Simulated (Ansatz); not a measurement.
## Sc-Lu random alloys: a few random alloy cells with their mixing energies, step by step

Computed with Ansatz 0.2.0 through its Python package.

The cells in order, each with its output:

In [1]:
```python
from collections import Counter

import ansatz
import numpy as np
```

In [2]:
```python
def fcc(first, a):
    return (
        ansatz.Lattice.fcc(a)
        .space_group(225)
        .atom(first, (0, 0, 0))
        .primitive()
    )
```

In [3]:
```python
A_FIRST, A_LAST = 4.64, 4.9


def run_phase(name, crystal):
    calc = (
        crystal.calculation()
        .mixing("broyden", beta=0.3)
        .basis(41 * ansatz.Ry)
        .functional(ansatz.Functional.R2SCAN)
        .eigensolver("davidson")
        .kpoints(spacing=0.26)
        .occupations("gaussian", width=0.1)  # the run then minimises F = E - TS
        .band_table()
    )
    calc = calc.relax(force_tolerance=0.02, max_steps=60, fix_cell=["shape"])
    return calc.run(threads=1, pin="off")
```

In [4]:
```python
def volume_per_atom(outcome):
    return abs(np.linalg.det(outcome.lattice.cell_ang)) / len(outcome.lattice.sites)
```

In [5]:
```python
def counts(outcome):
    return Counter(site.symbol for site in outcome.lattice.sites)
```

In [6]:
```python
phases = {"Sc": fcc("Sc", A_FIRST), "Lu": fcc("Lu", A_LAST)}
for k in [5]:
    a = A_FIRST + (A_LAST - A_FIRST) * k / 8
    supercell = fcc("Sc", a).supercell(2).resolved()
    for seed in [94, 97]:
        drawn = supercell.site_disorder().occupy("Sc", Sc=8 - k, Lu=k).random(seed=seed)
        phases[f"Sc{8 - k}Lu{k} seed {seed}"] = drawn.crystal
```

In [7]:
```python
done = {name: run_phase(name, crystal) for name, crystal in phases.items()}
```

In [8]:
```python
# x is the share of the second element on the mixed sites; both end members stand on this same lattice
x = {name: counts(o)["Lu"] / (counts(o)["Sc"] + counts(o)["Lu"]) for name, o in done.items()}
first, last = min(x, key=x.get), max(x, key=x.get)
energy = {name: o.report["energy_sigma0_ev"] / len(o.lattice.sites) for name, o in done.items()}
volume = {name: volume_per_atom(o) for name, o in done.items()}
rows = []
for name in sorted(done, key=x.get):
    line = lambda table: (1 - x[name]) * table[first] + x[name] * table[last]
    rows.append((name, x[name], 1000 * (energy[name] - line(energy)), volume[name], 100 * (volume[name] / line(volume) - 1)))
print("| cell | x(Lu) | E_mix (meV/atom) | V (A^3/atom) | excess V (%) |")
print("| --- | --- | --- | --- | --- |")
for row in rows:
    print(f"| {row[0]} | {row[1]:.3f} | {row[2]:+.1f} | {row[3]:.3f} | {row[4]:+.2f} |")
```
```text
| cell | x(Lu) | E_mix (meV/atom) | V (A^3/atom) | excess V (%) |
| --- | --- | --- | --- | --- |
| Sc | 0.000 | +0.0 | 25.136 | +0.00 |
| Sc3Lu5 seed 94 | 0.625 | +14.4 | 27.518 | -0.24 |
| Sc3Lu5 seed 97 | 0.625 | +14.4 | 27.518 | -0.24 |
| Lu | 1.000 | +0.0 | 29.054 | +0.00 |
```

Caveats:
- These settings explore the input space; cutoff and mesh may be short of convergence.
- Atoms and volume are relaxed with the cell's shape held, which in cells of lower than cubic symmetry can hide stresses and shift volumes.
- Cells of eight mixed sites are far from the random limit, and both end members stand on the same lattice, which need not be their own. Differences under about 40 meV an atom lie within the error of mesh and functional.
- The cells are prototypes set up for this calculation and needn't exist.
- Timing: 12 min on 1 thread of Arm Neoverse V1, with other jobs on the host, peak memory 1.6 GiB.
